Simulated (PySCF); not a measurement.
# Cs: the cost of one run

Method: method and basis as typed in the scripts; program: PySCF 2.14.0.

6 further runs of the same task are left out: 3 for a known fault of the program, 3 that didn't finish.

## (1) The atom

Cs: 1 atom, charge 0, spin multiplicity 2.

## (2) The base run

The input, input.py:

```python
from pyscf import gto, scf, mcscf

mol = gto.M(
    atom='Cs 0 0 0',
    basis='x2c-tzvpall',
    charge=0,
    spin=1,
    verbose=4,
)
mf = scf.ROHF(mol)
mf = mf.sfx2c1e()
mf.kernel()
mc = mcscf.CASCI(mf, 5, 3)
mc.kernel()
mc.analyze()
mf.dip_moment()
print('orbital energies (hartree):', mf.mo_energy[..., max(0, mol.nelec[1]-3):mol.nelec[0]+3].round(4))
```

Started as:

```
OMP_NUM_THREADS=1 python input.py
```

**Question.** How long does this run take on 1 thread of Arm Neoverse V1, shared host, and how much memory does it need?

About 4.3 s, with a peak of 0.18 GiB.
